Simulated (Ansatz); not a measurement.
# ZrCoF6: the cost of one run

Computed with Ansatz 0.2.0 (DFT LDA+U (U_eff = 2 eV on Co d), plane waves, PAW, unless a step's input says otherwise).

### 1 The system as given

The structure is cubic, space group Fm-3m (No. 225). Conventional cell: a = 7.989 Å, b = 7.989 Å, c = 7.989 Å, α = 90.00°, β = 90.00°, γ = 90.00°. Zr (site symmetry m-3m) is surrounded by 6 F at 1.98 Å. Around Co (site symmetry m-3m) lie 6 F at 2.01 Å. Around F (site symmetry 4mm) lie 1 Zr at 1.98 Å and 1 Co at 2.01 Å.

As a file:

```cif
data_structure
_symmetry_space_group_name_H-M 'Fm-3m'
_symmetry_Int_Tables_number 225
_cell_length_a 7.9890
_cell_length_b 7.9890
_cell_length_c 7.9890
_cell_angle_alpha 90.000
_cell_angle_beta 90.000
_cell_angle_gamma 90.000
_cell_volume 509.89
loop_
_atom_site_label
_atom_site_type_symbol
_atom_site_symmetry_multiplicity
_atom_site_Wyckoff_symbol
_atom_site_fract_x
_atom_site_fract_y
_atom_site_fract_z
_atom_site_occupancy
Zr1 Zr 4 b 0.50000 0.00000 0.00000 1
Co1 Co 4 a 0.00000 0.00000 0.00000 1
F1 F 24 e 0.25200 0.00000 0.00000 1
```

Magnetic order typed: ferromagnetic.

### 2 From atoms, symmetry kept, no search

The input, input.yaml:

```yaml
crystal:
  lattice:
    - [0.0, 3.99449973, 3.99449973]
    - [3.99449973, 0.0, 3.99449973]
    - [3.99449973, 3.99449973, 0.0]
  atoms:
    - { symbol: Zr, position: [0.5, 0.5, 0.5] }
    - { symbol: Co, position: [0.0, 0.0, 0.0], spin: 3.0 }
    - { symbol: F, position: [0.748, 0.252, 0.252] }
    - { symbol: F, position: [0.252, 0.748, 0.252] }
    - { symbol: F, position: [0.252, 0.748, 0.748] }
    - { symbol: F, position: [0.748, 0.252, 0.748] }
    - { symbol: F, position: [0.252, 0.252, 0.748] }
    - { symbol: F, position: [0.748, 0.748, 0.252] }
basis:
  ecutwfc: 420
  ecutrho_ratio: 4
kpoints:
  mp_grid: { grid: [4, 4, 4] }
hamiltonian:
  xc: lda
  hubbard: { sites: [{ site: 1, l: d, u_eff: 2.0 }] }
scf:
  occupations: { method: gaussian, width: 0.05 }
  lower_state_search: "off"
  max_iter: 150
output:
  forces: true
  stress: true
  eigenvalues: true
  populations: true
  hubbard: { sites: [{ site: 1, l: d }] }
magnetization:
  spin_polarized: true
```

Launch:

```sh
> ansatz run input.yaml --threads 4 --pin off --max-ram 6144MiB --backend cpu --events-out ev --progress --plain --runs-dir out
```

What time and memory should one allow on 4 threads of Arm Neoverse V1, shared host?

About 3 s, with a peak of 0.52 GiB.
